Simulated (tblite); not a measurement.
# CH7FO2Si3: the cost of one run

Programs: tblite 0.8.0 and PySCF 2.14.0, with density-fitted response routines of our own. Each step states its level of theory. These are calculated values for one molecule in the gas phase, unless marked as measured. Atoms are numbered from 0 throughout.

## Step 1: Starting geometry

14 atoms, charge 0, multiplicity 1; geometry from: force field or distance geometry start.

Bonds of the start (Å): O0–C1 1.21, C1–Si2 1.88, Si2–O3 1.68, O3–Si4 1.65, Si4–Si5 2.32, Si5–F6 1.60, C1–H7 1.11, Si2–H8 1.48, Si2–H9 1.49, Si4–H10 1.49, Si4–H11 1.49, Si5–H12 1.48, Si5–H13 1.49.

## Step 2: Relaxing the molecule with GFN2-xTB

The job: settings as JSON, then the geometry in Å.

```
{"job": {"kind": "relax", "xc": "GFN2-xTB", "basis": "xTB"}, "charge": 0, "multiplicity": 1}
O      2.117400     0.990000    -0.114500
C      2.456700    -0.144000     0.143700
Si     1.162500    -1.457400     0.489600
O     -0.208300    -1.328400    -0.473700
Si    -1.143900    -0.141600    -1.140400
Si    -1.775600     1.510000     0.367800
F     -2.654300     0.869300     1.543800
H      3.518600    -0.464700     0.217200
H      1.736200    -2.812200     0.292900
H      0.712500    -1.392400     1.909300
H     -2.354100    -0.784900    -1.732300
H     -0.393300     0.441300    -2.287300
H     -2.591400     2.559500    -0.294000
H     -0.583600     2.154900     0.996000
```

Started as:

```bash
$ OMP_NUM_THREADS=1 python probes_run.py task.json out
```

One launch serves the whole session: the jobs run in the order shown.

**Question.** How long does this first job take on 1 thread of Arm Neoverse V1, shared host, and how much memory does it need?

About 1.6 s, with a peak of 0.18 GiB.
